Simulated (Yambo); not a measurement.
# Si2Mo (I4/mmm) in Yambo: a series of runs, part 2 of 2

Yambo 5.3.0. Earlier steps stand in the parts before.

## (5) Optical spectrum, PBEsol

optics3.in

```
optics
chi
Chimod= "IP"
% BndsRnXd
 1 | 31 |
%
% LongDrXd
 1 | 0 | 0 |
%
% QpntsRXd
 1 | 1 |
%
% EnRngeXd
 0 | 30 | eV
%
% DmRngeXd
 0.3 | 0.3 | eV
%
ETStpsXd= 150
```

scf.in

```
&CONTROL
  calculation = 'scf'
  prefix = 'pwscf'
  outdir = './tmp'
  pseudo_dir = './pseudo'
/
&SYSTEM
  ibrav = 0
  nat = 3
  ntyp = 2
  ecutwfc = 80
  nbnd = 18
  occupations = 'smearing'
  smearing = 'fd'
  degauss = 0.00367493
  force_symmorphic = .true.
/
&ELECTRONS
  conv_thr = 6d-10
  electron_maxstep = 120
  mixing_beta = 0.5
/
ATOMIC_SPECIES
Mo    95.9500 Mo.upf
Si    28.0850 Si.upf
CELL_PARAMETERS angstrom
  -1.6000000000    1.6000000000    3.9305000000
   1.6000000000   -1.6000000000    3.9305000000
   1.6000000000    1.6000000000   -3.9305000000
ATOMIC_POSITIONS angstrom
Mo     0.0000000000    0.0000000000    0.0000000000
Si     0.0000000000    0.0000000000    5.2432870000
Si     0.0000000000    0.0000000000    2.6177130000
K_POINTS automatic
12 12 12 0 0 0
```

nscf.in

```
&CONTROL
  calculation = 'nscf'
  prefix = 'pwscf'
  outdir = './tmp'
  pseudo_dir = './pseudo'
/
&SYSTEM
  ibrav = 0
  nat = 3
  ntyp = 2
  ecutwfc = 80
  nbnd = 31
  occupations = 'smearing'
  smearing = 'fd'
  degauss = 0.00367493
  force_symmorphic = .true.
/
&ELECTRONS
  conv_thr = 1d-08
  diago_full_acc = .true.
  diago_thr_init = 1d-06
/
ATOMIC_SPECIES
Mo    95.9500 Mo.upf
Si    28.0850 Si.upf
CELL_PARAMETERS angstrom
  -1.6000000000    1.6000000000    3.9305000000
   1.6000000000   -1.6000000000    3.9305000000
   1.6000000000    1.6000000000   -3.9305000000
ATOMIC_POSITIONS angstrom
Mo     0.0000000000    0.0000000000    0.0000000000
Si     0.0000000000    0.0000000000    5.2432870000
Si     0.0000000000    0.0000000000    2.6177130000
K_POINTS automatic
12 12 12 0 0 0
```

Potentials or basis: PseudoDojo 0.4.1 SR PBEsol standard.

Launch:

```console
$ OMP_NUM_THREADS=1 pw.x -in scf.in > scf.out
$ OMP_NUM_THREADS=1 pw.x -in nscf.in > nscf.out
$ cd tmp/pwscf.save; p2y; mv SAVE ../..; cd ../..
$ OMP_NUM_THREADS=1 yambo
$ OMP_NUM_THREADS=1 yambo -F optics3.in -J optics3 -C optics3_out
```

Yambo's report:

```text
[... sections 02.01 to 02.04 as in the set-up run ...]

[... 5 lines left out ...]
  [X] Bosonic    Temperature                        :  0.258606E-1   300.100    [eV K]
  [X] Finite Temperature mode                       : yes
  [X] El. density                                   :  0.54661E+24 [cm-3]
  [X] Fermi Level                                   :  16.02496 [eV]

  [X] === Gaps and Widths ===
  [X] Conduction Band Min                           :  16.02496 [eV]
  [X] Valence Band Max                              :  16.02496 [eV]
  [X] Filled Bands                                  :  10
  [X] Metallic Bands                                :  11  12
  [X] Empty Bands                                   :  13  31

  [X] === Metallic Characters ===
  [X] N of el / N of met el                         :  22.00000   1.96040
  [X] Average metallic occ.                         :  0.245050

  [WARNING] [X] Metallic system

 [03] Transferred momenta grid and indexing
 ==========================================

 IBZ Q-points                                      :  163
 BZ  Q-points                                      :  1728

 K/Q-points units:
 rlu = crystal or reduced units; cc = cartesian coordinates; iku = interal k-units

 Q [  1]        [rlu]:  0.000000  0.000000  0.000000
 Q [  2]        [rlu]: -0.84228E-17 -0.84228E-17  0.83333E-01
 Q [  3]        [rlu]: -0.16846E-16 -0.16846E-16  0.16667
 Q [  4]        [rlu]: -0.25268E-16 -0.25268E-16  0.25000
 Q [  5]        [rlu]: -0.33691E-16 -0.33691E-16  0.33333
 Q [  6]        [rlu]: -0.42114E-16 -0.42114E-16  0.41667
[... 42 lines left out ...]
 Q [ 49]        [rlu]:  0.083333  0.083333 -0.083333
 Q [ 50]        [rlu]:  0.083333  0.166667  0.083333

 Remaining 113 points informations can be written running with -fatlog

 [04] Dipoles
 ============

  [04.01] Setup: observables and procedures
  =========================================

  [WARNING] [x,Vnl] slows the Dipoles computation. To neglect it rename the ns.kb_pp file
  [WF-Oscillators/G space/Transverse up loader] Normalization (few states)  min/max  :  0.27756E-16   1.0000

  [WR./optics3//ndb.dipoles]------------------------------------------------------
   Brillouin Zone Q/K grids (IBZ/BZ)                :   163  1728   163  1728
   RL vectors                                       :   5161 [WF]
   Fragmentation                                    : yes
   Electronic Temperature                           :  300.1000 [K]
   Bosonic    Temperature                           :  300.1000 [K]
   DIP band range                                   :   1  31
   DIP band range limits                            :  12  11
   DIP e/h energy range                             : -1.000000 -1.000000 [eV]
   RL vectors in the sum                            :   5161
   [r,Vnl] included                                 : yes
   Bands ordered                                    : yes
   Direct v evaluation                              : no
   Approach used                                    : G-space v
   Dipoles computed                                 : R V P [G-space]
   Wavefunctions                                    : Perdew, Burke & Ernzerhof SOL(X)+Perdew, Burke & Ernzerhof SOL(C)

  [WARNING] [r,Vnl^pseudo] included in position and velocity dipoles.

  [WARNING] In case H contains other non local terms, these are neglected

 [05] Optics
 ===========

 [X-CG] R(p) Tot o/o(of R):    30886   388038      100

 [WARNING] The system is a metal but Drude term not included.
```

o-optics3.eel_q1_ip:

```text
# Electron Energy Loss @ Q(1):   1.00000000      0.00000000      0.00000000    [q->0 direction]
#
# [ X ] Hartree size                              :  1
# [GEN] GF Energies                               : Perdew, Burke & Ernzerhof SOL(X)+Perdew, Burke & Ernzerhof SOL(C)
# [GEN] Green`s Function                          : Retarded
#
# [GEN] Gauge                                     : Length
# [GEN] [r,Vnl] included                          : yes
#
#    E[1] [eV]          Im(eel)            Re(eel)
#
        0.000000          -0.44851E-19       -0.042943
        0.201342           0.001955          -0.042741
        0.402685           0.004594          -0.042766
        0.604027           0.006492          -0.044262
        0.805369           0.006577          -0.044350
        1.006711           0.008021          -0.043235
[... 142 lines left out ...]
        29.79866           0.134272          -1.755155
        30.00000           0.124601          -1.713171
#
```

o-optics3.eps_q1_ip:

```text
# Absorption @ Q(1):   1.00000000      0.00000000      0.00000000    [q->0 direction]
#
# [ X ] Hartree size                              :  1
# [GEN] GF Energies                               : Perdew, Burke & Ernzerhof SOL(X)+Perdew, Burke & Ernzerhof SOL(C)
# [GEN] Green`s Function                          : Retarded
#
# [GEN] Gauge                                     : Length
# [GEN] [r,Vnl] included                          : yes
#
#    E[1] [eV]          Im(eps)            Re(eps)
#
        0.000000          -0.24321E-16        23.28643
        0.201342           1.068211           23.34782
        0.402685           2.483298           23.11617
        0.604027           3.244170           22.11702
        0.805369           3.271753           22.06280
        1.006711           4.148434           22.35992
[... 142 lines left out ...]
        29.79866           0.043333           0.566435
        30.00000           0.042231           0.580641
#
```

Wall time 4.4 min (1 thread of Intel Xeon 6975P-C (Granite Rapids), shared host); peak memory 0.32 GiB.

What came out:

```
Band gap on the k mesh, mean-field level : none (metal or under the smearing width)
```

Dielectric function (along the field direction of the input):
| energy (eV) | real part | imaginary part |
| --- | --- | --- |
| 0.40 | 23.12 | 2.48 |
| 1.01 | 22.36 | 4.15 |
| 1.61 | 22.37 | 5.60 |
| 2.42 | 23.77 | 12.27 |
| 3.02 | 21.48 | 16.32 |
| 3.62 | 19.84 | 23.52 |
| 4.43 | 5.88 | 24.01 |
| 5.03 | 3.44 | 22.01 |
| 5.64 | -1.78 | 23.16 |
| 6.44 | -8.97 | 16.18 |
| 7.05 | -9.09 | 11.47 |
| 7.65 | -8.13 | 7.55 |
| 8.46 | -6.60 | 5.41 |
| 9.06 | -5.71 | 4.29 |
| 9.66 | -5.18 | 3.28 |
| 10.47 | -4.05 | 2.27 |
| 11.07 | -3.43 | 1.85 |
| 11.68 | -2.98 | 1.73 |
| 12.48 | -2.56 | 1.27 |
| 13.09 | -2.21 | 1.07 |
| 13.69 | -1.90 | 0.91 |
| 14.50 | -1.64 | 0.77 |
| 15.10 | -1.42 | 0.58 |
| 15.70 | -1.20 | 0.48 |
| 16.51 | -0.93 | 0.38 |
| 17.11 | -0.76 | 0.34 |
| 17.72 | -0.61 | 0.28 |
| 18.52 | -0.41 | 0.26 |
| 19.13 | -0.31 | 0.25 |
| 19.93 | -0.18 | 0.23 |

Energy-loss function:
| energy (eV) | loss |
| --- | --- |
| 0.0 | 0.000 |
| 1.2 | 0.010 |
| 2.6 | 0.020 |
| 3.8 | 0.027 |
| 5.2 | 0.044 |
| 6.4 | 0.047 |
| 7.9 | 0.066 |
| 9.1 | 0.084 |
| 10.5 | 0.105 |
| 11.7 | 0.146 |
| 13.1 | 0.178 |
| 14.3 | 0.236 |
| 15.7 | 0.286 |
| 16.9 | 0.449 |
| 18.3 | 0.943 |
| 19.5 | 2.037 |
| 20.9 | 4.126 |
| 22.1 | 4.123 |
| 23.6 | 3.067 |
| 24.8 | 1.876 |
| 26.2 | 1.196 |
| 27.4 | 0.599 |
| 28.8 | 0.206 |
| 30.0 | 0.125 |

Caveat: the intraband (Drude) term of the metal is left out; the ground state has no gap, which makes the many-body step unreliable; spectra need much finer meshes, so this one isn't converged; independent-particle spectra lack excitons.

## (6) Optical spectrum, PBEsol

optics4.in

```
optics
chi
Chimod= "HARTREE"
% BndsRnXd
 1 | 31 |
%
NGsBlkXd= 3 Ry
% LongDrXd
 1 | 1 | 0 |
%
% QpntsRXd
 1 | 1 |
%
% EnRngeXd
 0 | 20 | eV
%
% DmRngeXd
 0.3 | 0.3 | eV
%
ETStpsXd= 150
```

scf.in is that of step 5.

nscf.in is that of step 5.

Potentials or basis: PseudoDojo 0.4.1 SR PBEsol standard.

Launch:

```console
$ OMP_NUM_THREADS=1 pw.x -in scf.in > scf.out
$ OMP_NUM_THREADS=1 pw.x -in nscf.in > nscf.out
$ cd tmp/pwscf.save; p2y; mv SAVE ../..; cd ../..
$ OMP_NUM_THREADS=1 yambo
$ OMP_NUM_THREADS=1 yambo -F optics4.in -J optics4 -C optics4_out
```

Yambo's report:

```text
[... sections 02.01 to 02.04 as in the set-up run ...]

[... 5 lines left out ...]
  [X] Bosonic    Temperature                        :  0.258606E-1   300.100    [eV K]
  [X] Finite Temperature mode                       : yes
  [X] El. density                                   :  0.54661E+24 [cm-3]
  [X] Fermi Level                                   :  16.02496 [eV]

  [X] === Gaps and Widths ===
  [X] Conduction Band Min                           :  16.02496 [eV]
  [X] Valence Band Max                              :  16.02496 [eV]
  [X] Filled Bands                                  :  10
  [X] Metallic Bands                                :  11  12
  [X] Empty Bands                                   :  13  31

  [X] === Metallic Characters ===
  [X] N of el / N of met el                         :  22.00000   1.96040
  [X] Average metallic occ.                         :  0.245050

  [WARNING] [X] Metallic system

 [03] Transferred momenta grid and indexing
 ==========================================

 IBZ Q-points                                      :  163
 BZ  Q-points                                      :  1728

 K/Q-points units:
 rlu = crystal or reduced units; cc = cartesian coordinates; iku = interal k-units

 Q [  1]        [rlu]:  0.000000  0.000000  0.000000
 Q [  2]        [rlu]: -0.84228E-17 -0.84228E-17  0.83333E-01
 Q [  3]        [rlu]: -0.16846E-16 -0.16846E-16  0.16667
 Q [  4]        [rlu]: -0.25268E-16 -0.25268E-16  0.25000
 Q [  5]        [rlu]: -0.33691E-16 -0.33691E-16  0.33333
 Q [  6]        [rlu]: -0.42114E-16 -0.42114E-16  0.41667
[... 42 lines left out ...]
 Q [ 49]        [rlu]:  0.083333  0.083333 -0.083333
 Q [ 50]        [rlu]:  0.083333  0.166667  0.083333

 Remaining 113 points informations can be written running with -fatlog

 [04] Dipoles
 ============

  [04.01] Setup: observables and procedures
  =========================================

  [WARNING] [x,Vnl] slows the Dipoles computation. To neglect it rename the ns.kb_pp file
  [WF-Oscillators/G space/Transverse up loader] Normalization (few states)  min/max  :  0.27756E-16   1.0000

  [WR./optics4//ndb.dipoles]------------------------------------------------------
   Brillouin Zone Q/K grids (IBZ/BZ)                :   163  1728   163  1728
   RL vectors                                       :   5161 [WF]
   Fragmentation                                    : yes
   Electronic Temperature                           :  300.1000 [K]
   Bosonic    Temperature                           :  300.1000 [K]
   DIP band range                                   :   1  31
   DIP band range limits                            :  12  11
   DIP e/h energy range                             : -1.000000 -1.000000 [eV]
   RL vectors in the sum                            :   5161
   [r,Vnl] included                                 : yes
   Bands ordered                                    : yes
   Direct v evaluation                              : no
   Approach used                                    : G-space v
   Dipoles computed                                 : R V P [G-space]
   Wavefunctions                                    : Perdew, Burke & Ernzerhof SOL(X)+Perdew, Burke & Ernzerhof SOL(C)

  [WARNING] [r,Vnl^pseudo] included in position and velocity dipoles.

  [WARNING] In case H contains other non local terms, these are neglected

 [05] Optics
 ===========

 [X-CG] R(p) Tot o/o(of R):    30886   388038      100

 [WARNING] The system is a metal but Drude term not included.
```

Run time: 4.9 min. Hardware: 1 thread of Intel Xeon 6975P-C (Granite Rapids), shared host; peak memory 2.4 GiB.

Results:

```
Band gap on the k mesh, mean-field level : none (metal or under the smearing width)
```

Dielectric function (along the field direction of the input):
```tsv
energy (eV)	real part	imaginary part
0.27	22.67	1.47
0.67	21.29	3.14
1.21	21.22	4.86
1.74	21.93	5.87
2.28	23.29	10.01
2.68	21.80	13.16
3.22	20.93	16.53
3.76	17.97	24.63
4.30	7.44	24.16
4.70	4.96	22.27
5.23	3.16	22.52
5.77	-3.03	22.81
6.31	-7.96	18.08
6.85	-8.80	13.11
7.25	-9.10	10.29
7.79	-7.79	7.26
8.32	-6.87	5.82
8.86	-6.03	4.54
9.26	-5.56	3.91
9.80	-5.04	3.01
10.34	-4.25	2.32
10.87	-3.68	1.94
11.28	-3.23	1.73
11.81	-2.95	1.61
12.35	-2.65	1.30
12.89	-2.31	1.10
13.42	-2.04	0.94
13.83	-1.84	0.86
14.36	-1.66	0.79
14.90	-1.50	0.62
15.44	-1.29	0.51
15.84	-1.16	0.45
16.38	-0.98	0.39
16.91	-0.82	0.34
17.45	-0.71	0.30
17.85	-0.61	0.26
18.39	-0.47	0.24
18.93	-0.38	0.24
19.46	-0.29	0.22
20.00	-0.21	0.20
```

Caveat: the intraband (Drude) term of the metal is left out; the ground state has no gap, which makes the many-body step unreliable; spectra need much finer meshes, so this one isn't converged; these spectra lack excitons.

## (7) Summary

```tsv
direction of the field or of q to 0	broadening	kernel	top of the energy range	energy points	gap on the mesh (eV)
x + y + z	0.2 eV	none (independent particles)	15 eV	150	none
x + y + z	0.1 eV	Hartree (RPA with local fields)	10 eV	300	none
x + y + z	0.1 eV	adiabatic LDA	20 eV	150	none
x	0.3 eV	none (independent particles)	30 eV	150	none
x + y	0.3 eV	Hartree (RPA with local fields)	20 eV	150	none
```

Alike in all rows: task optical spectrum; level PBEsol; potentials or basis PseudoDojo 0.4.1 SR PBEsol standard; no spin polarisation; cell as given; k mesh 12 × 12 × 12; cutoff (eV) 1088; smearing fermi-dirac 0.05 eV.

Every run on the cell as given and a fine mesh finds a metal.

Caveats: the intraband (Drude) term of the metal is left out; the ground state has no gap, which makes the many-body step unreliable; spectra need much finer meshes, so this one isn't converged; these spectra lack excitons (some runs); independent-particle spectra lack excitons (some runs); the LDA kernel is used on GGA states, which is inconsistent by a few percent (some runs).

Absolute energies hang on the potentials; compare differences alone.
